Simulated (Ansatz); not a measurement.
# NbSi: energy and pressure over a range of volumes

How stiff is NbSi, and at what volume does the pressure vanish? The cell is scaled evenly, atoms carried along, and solved with LAPW, PAW and all-electron datasets made for the crystal.

Method: DFT PBE, scalar-relativistic, in Ansatz 0.2.0.

## Step 1: The system as given

Symmetry: Fm-3m, No. 225, cubic system. The conventional cell has a = 5.147 Å, b = 5.147 Å, c = 5.147 Å, α = 90.00°, β = 90.00°, γ = 90.00°. Around Nb (site symmetry m-3m) lie 6 Si at 2.57 Å. Si (site symmetry m-3m) has 6 Nb at 2.57 Å as nearest neighbours.

Structure file:

```
CELL_PARAMETERS angstrom
0.00000 2.57365 2.57365
2.57365 0.00000 2.57365
2.57365 2.57365 0.00000
ATOMIC_POSITIONS crystal
Nb 0.00000 0.00000 0.00000
Si 0.50000 0.50000 0.50000
```

The cell was relaxed by PAW from a hypothetical start (rocksalt type); it needn't be the stable phase of this composition.

Atoms are numbered in the order of the input: Nb1, Si2.

## Step 2: Volume × 0.9405, LAPW

File input.yaml:

```yaml
crystal:
  lattice:
    - [0.0, 2.5215598543, 2.5215598543]
    - [2.5215598543, 0.0, 2.5215598543]
    - [2.5215598543, 2.5215598543, 0.0]
  atoms:
    - { symbol: Nb, position: [0.0, 0.0, 0.0] }
    - { symbol: Si, position: [0.5, 0.5, 0.5] }
kpoints:
  mp_grid: { grid: [14, 14, 14] }
scf:
  occupations: { method: fermi_dirac, width: 0.05 }
hamiltonian:
  xc: pbe
  pseudopotentials: { kind: all_electron, lapw: { basis_error: 0.001 } }
output:
  forces: true
  stress: true
  eigenvalues: true
```

On the command line:

```
> ansatz run input.yaml --threads 1 --pin off --max-ram 2048MiB --backend cpu --events-out ev --progress --plain --runs-dir out
```

## Step 3: Volume × 0.9405, PAW

Edit input.yaml of step 2 so:

```diff
@@ -14,3 +14,3 @@
   xc: pbe
-  pseudopotentials: { kind: all_electron, lapw: { basis_error: 0.001 } }
+  pseudopotentials: { kind: paw }
 output:
@@ -19 +19,6 @@
   eigenvalues: true
+  efg: { contact_densities: true }
+  write_density: true
+  write_potential: true
+  elf: true
+  volumetric_format: npy
```

## Step 4: Volume × 0.9405, crystal datasets

Edit input.yaml of step 3 so:

```diff
@@ -14,3 +14,3 @@
   xc: pbe
-  pseudopotentials: { kind: paw }
+  pseudopotentials: { kind: all_electron, datasets: crystal }
 output:
@@ -20,5 +20 @@
   efg: { contact_densities: true }
-  write_density: true
-  write_potential: true
-  elf: true
-  volumetric_format: npy
```

## Step 5: Volume × 0.98, LAPW

File input.yaml:

```yaml
crystal:
  lattice:
    - [0.0, 2.5563778157, 2.5563778157]
    - [2.5563778157, 0.0, 2.5563778157]
    - [2.5563778157, 2.5563778157, 0.0]
  atoms:
    - { symbol: Nb, position: [0.0, 0.0, 0.0] }
    - { symbol: Si, position: [0.5, 0.5, 0.5] }
kpoints:
  mp_grid: { grid: [14, 14, 14] }
scf:
  occupations: { method: fermi_dirac, width: 0.05 }
hamiltonian:
  xc: pbe
  pseudopotentials: { kind: all_electron, lapw: { basis_error: 0.001 } }
output:
  forces: true
  stress: true
  eigenvalues: true
```

## Step 6: Volume × 0.98, PAW

Edit input.yaml of step 5 so:

```diff
@@ -14,3 +14,3 @@
   xc: pbe
-  pseudopotentials: { kind: all_electron, lapw: { basis_error: 0.001 } }
+  pseudopotentials: { kind: paw }
 output:
@@ -19 +19,2 @@
   eigenvalues: true
+  efg: { contact_densities: true }
```

## Step 7: Volume × 1.02, LAPW

File input.yaml:

```yaml
crystal:
  lattice:
    - [0.0, 2.5906957069, 2.5906957069]
    - [2.5906957069, 0.0, 2.5906957069]
    - [2.5906957069, 2.5906957069, 0.0]
  atoms:
    - { symbol: Nb, position: [0.0, 0.0, 0.0] }
    - { symbol: Si, position: [0.5, 0.5, 0.5] }
kpoints:
  mp_grid: { grid: [14, 14, 14] }
scf:
  occupations: { method: fermi_dirac, width: 0.05 }
hamiltonian:
  xc: pbe
  pseudopotentials: { kind: all_electron, lapw: { basis_error: 0.001 } }
output:
  forces: true
  stress: true
  eigenvalues: true
```

## Step 8: Volume × 1.02, PAW

Edit input.yaml of step 7 so:

```diff
@@ -14,3 +14,3 @@
   xc: pbe
-  pseudopotentials: { kind: all_electron, lapw: { basis_error: 0.001 } }
+  pseudopotentials: { kind: paw }
 output:
@@ -19 +19,2 @@
   eigenvalues: true
+  efg: { contact_densities: true }
```

## Step 9: Volume × 1.06, LAPW

File input.yaml:

```yaml
crystal:
  lattice:
    - [0.0, 2.624127726, 2.624127726]
    - [2.624127726, 0.0, 2.624127726]
    - [2.624127726, 2.624127726, 0.0]
  atoms:
    - { symbol: Nb, position: [0.0, 0.0, 0.0] }
    - { symbol: Si, position: [0.5, 0.5, 0.5] }
kpoints:
  mp_grid: { grid: [14, 14, 14] }
scf:
  occupations: { method: fermi_dirac, width: 0.05 }
hamiltonian:
  xc: pbe
  pseudopotentials: { kind: all_electron, lapw: { basis_error: 0.001 } }
output:
  forces: true
  stress: true
  eigenvalues: true
```

## Step 10: Volume × 1.06, PAW

Edit input.yaml of step 9 so:

```diff
@@ -14,3 +14,3 @@
   xc: pbe
-  pseudopotentials: { kind: all_electron, lapw: { basis_error: 0.001 } }
+  pseudopotentials: { kind: paw }
 output:
@@ -19 +19,6 @@
   eigenvalues: true
+  efg: { contact_densities: true }
+  write_density: true
+  write_potential: true
+  elf: true
+  volumetric_format: npy
```

## Step 11: Volume × 1.06, crystal datasets

Edit input.yaml of step 10 so:

```diff
@@ -14,3 +14,3 @@
   xc: pbe
-  pseudopotentials: { kind: paw }
+  pseudopotentials: { kind: all_electron, datasets: crystal }
 output:
@@ -20,5 +20 @@
   efg: { contact_densities: true }
-  write_density: true
-  write_potential: true
-  elf: true
-  volumetric_format: npy
```

(Steps that only read results are left out.)

What does the calculation give? Wanted: equilibrium volume; bulk modulus (for each run or level that gives them).

As calculated:

```
                      quantity           value
     equilibrium volume (LAPW)  17.047 Å³/atom
           bulk modulus (LAPW)         150 GPa
its pressure derivative (LAPW)             4.0
      equilibrium volume (PAW)  17.051 Å³/atom
            bulk modulus (PAW)         150 GPa
 its pressure derivative (PAW)             4.0
```

What this shows: A third-order Birch-Murnaghan fit to the LAPW pressures puts zero pressure at 17.05 Å³/atom, less than 0.1 % from the given cell, with a bulk modulus of 150 GPa. PAW's volume lies +0.02 % and its modulus less than 0.1 % from LAPW's. No thermal or zero-point expansion is included.
